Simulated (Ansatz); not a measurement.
# MoN(OH)3 (H₃MoNO₃): the relaxed shape and its frontier levels

What does MoN(OH)3 (H₃MoNO₃) look like as a singlet, and where do its frontier electrons sit?

Computed with Ansatz 0.2.0, Gaussian basis. Level: RKS PBE0-D4/def2-TZVP.

The runs, in order: relaxation at B3LYP-D4/def2-SVP; a search for the lowest solution at PBE0-D4/def2-SVP; a single point at PBE0-D4/def2-TZVP.

2 further runs of the same task are left out: 1 that didn't finish, 1 set aside as unsound or not needed.

## Step 1: Where the work starts

8 atoms, charge 0, spin multiplicity 1.

Atoms are counted from 1 here; the program's logs count them from 0.

Bond lengths: Mo1–N2 1.702 Å, Mo1–O3 1.824 Å, Mo1–O5 1.827 Å, Mo1–O7 1.826 Å, O3–H4 0.966 Å, O5–H6 0.965 Å, O7–H8 0.965 Å. Angles: N2–Mo1–O3 103.8°, N2–Mo1–O5 103.6°, N2–Mo1–O7 103.6°, O3–Mo1–O5 114.7°, O3–Mo1–O7 115.0°, O5–Mo1–O7 114.1°, Mo1–O3–H4 138.9°, Mo1–O5–H6 138.4°, Mo1–O7–H8 138.3°.

As a file:

```xyz
8
H3MoNO3
Mo    0.00711   -0.00260   -0.05854
N     0.01886    0.02811    1.64334
O     1.72388    0.41551   -0.51274
H     2.55791    0.63711   -0.07956
O    -1.22964    1.26599   -0.50269
H    -1.82346    1.88235   -0.05626
O    -0.50169   -1.71138   -0.45239
H    -0.75297   -2.51508    0.01885
```

Formally the metal is d0. Mo takes a core potential in the def2 sets. No spin-orbit coupling is included.

The start is a GFN2-xTB geometry.

## Step 2: Optimising with B3LYP-D4/def2-SVP

in.yaml reads:

```yaml
crystal:
  periodic: [false, false, false]
  atoms:
    - {symbol: Mo, position_ang: [0.007110, -0.002600, -0.058540]}
    - {symbol: N, position_ang: [0.018860, 0.028110, 1.643340]}
    - {symbol: O, position_ang: [1.723880, 0.415510, -0.512740]}
    - {symbol: H, position_ang: [2.557910, 0.637110, -0.079560]}
    - {symbol: O, position_ang: [-1.229640, 1.265990, -0.502690]}
    - {symbol: H, position_ang: [-1.823460, 1.882350, -0.056260]}
    - {symbol: O, position_ang: [-0.501690, -1.711380, -0.452390]}
    - {symbol: H, position_ang: [-0.752970, -2.515080, 0.018850]}
basis:
  gaussian: {orbitals: def2-SVP}
hamiltonian: {xc: {name: B3LYP}, dispersion: d4}
scf: {omitted_lower_state_checks: [starts]}
output: {orbitals: {seedname: orbitals}}
relax: {f_tol: 0.02, max_steps: 100}
```

Run with:

```sh
ansatz run in.yaml --threads 4 --pin off --events-out ev --progress --plain --max-ram 3916MiB
```

The runs that follow: Searching for the lowest solution, PBE0-D4/def2-SVP; Single point, PBE0-D4/def2-TZVP.

**Question.** What will the summary of the whole plan be? Wanted: point group; near neighbours of the metal; HOMO, LUMO at PBE0-D4/def2-TZVP; charge on the metal; dipole at B3LYP-D4/def2-SVP.

As calculated:

```
                                         quantity                             value
                                      point group                               C3v
                     near neighbours of the metal  N 1.64, O 1.89, O 1.89, O 1.89 Å
                  HOMO, LUMO at PBE0-D4/def2-TZVP                   -8.60, -1.58 eV
charge on the metal (Mulliken, PBE0-D4/def2-TZVP)                           +1.53 e
                      dipole at B3LYP-D4/def2-SVP                            0.83 D
```

**Reading.** The molecule keeps its bonding pattern by the stored test; the atoms moved 0.10 Å (rms), and the angle Mo1–O3–H4 went from 139° to 123°. The metal has 4 near neighbours by the distance rule, from 1.64 to 1.89 Å. The Mulliken charge of the metal, +1.53 e, depends on the basis and isn't its oxidation state. No usable vibrations, so a minimum isn't proven. Whether this spin is the lowest isn't tested here.
